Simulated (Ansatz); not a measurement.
Predict the output of the script below (the Ansatz DFT code, driven from Python).

`field_h4s2sesi.py`:
```python
"""Dipole of H4S2SeSi in the field of point charges."""

import warnings

import ansatz as az
import numpy as np

BASIS_SET = "def2-SVPD"
XC = "pbe0"

warnings.simplefilter("ignore", az.DeckWarning)

geometry_ang = [
    ("S", [-0.9451, 0.3943, -1.885]),
    ("S", [-0.5029, 1.745, -0.2934]),
    ("Si", [0.8572, 0.3474, 0.5436]),
    ("Se", [-0.1653, -1.372, 1.5256]),
    ("H", [-2.0591, -0.1343, -1.1932]),
    ("H", [1.7891, -0.1531, -0.4876]),
    ("H", [1.7152, 1.0316, 1.5896]),
    ("H", [-0.597, -1.9159, 0.1446]),
]
molecule = az.Crystal.molecule()
for symbol, xyz in geometry_ang:
    molecule = molecule.atom(symbol, xyz)

calculation = (
    molecule.calculation()
    .basis(gaussian=BASIS_SET)
    .functional(XC)
    .forces()
)
# charges +q and -q at -R and +R make a nearly even field 2 k q / R^2 at the centre
centre = np.mean([site.position_ang for site in molecule.cartesian_sites], axis=0)
field = 2 * 14.399645 * 4.0 / 40.0 ** 2


def dipole(axis, sign):
    arm = 40.0 * np.eye(3)[axis]
    pair = [{"charge": sign * 4.0, "position_ang": (centre - arm).tolist()}, {"charge": -sign * 4.0, "position_ang": (centre + arm).tolist()}]
    deck = calculation.input().set(az.key.basis.gaussian.point_charges, pair)
    return np.array(az.Session.from_dict(deck).plan().execute().report["charge_distribution"]["dipole_moment_e_ang"])


print(f"field {field:.4f} V/A")
alpha = np.array([(dipole(axis, 1) - dipole(axis, -1)) / (2 * field) * 14.399645 for axis in range(3)])
print("polarisability tensor (A^3)")
print(np.array2string(alpha, precision=3, suppress_small=True))
print(f"mean {np.trace(alpha) / 3:.3f} A^3 = {np.trace(alpha) / 3 / 0.14818471:.2f} bohr^3")
```

`python field_h4s2sesi.py` gives:
```text
field 0.0720 V/A
polarisability tensor (A^3)
[[13.426  0.454  1.65 ]
 [ 0.45  15.102 -1.168]
 [ 1.656 -1.169 15.354]]
mean 14.627 A^3 = 98.71 bohr^3
```

The geometry is a force-field or estimated start, not a minimum of this method, and the basis set is short of its limit. The field of two point charges is only nearly even. Run time: 69 s on 1 thread of Arm Neoverse V2, on a shared host, peak memory 0.48 GiB.

(Lines on the test bed's own set-up are left out of the output.)
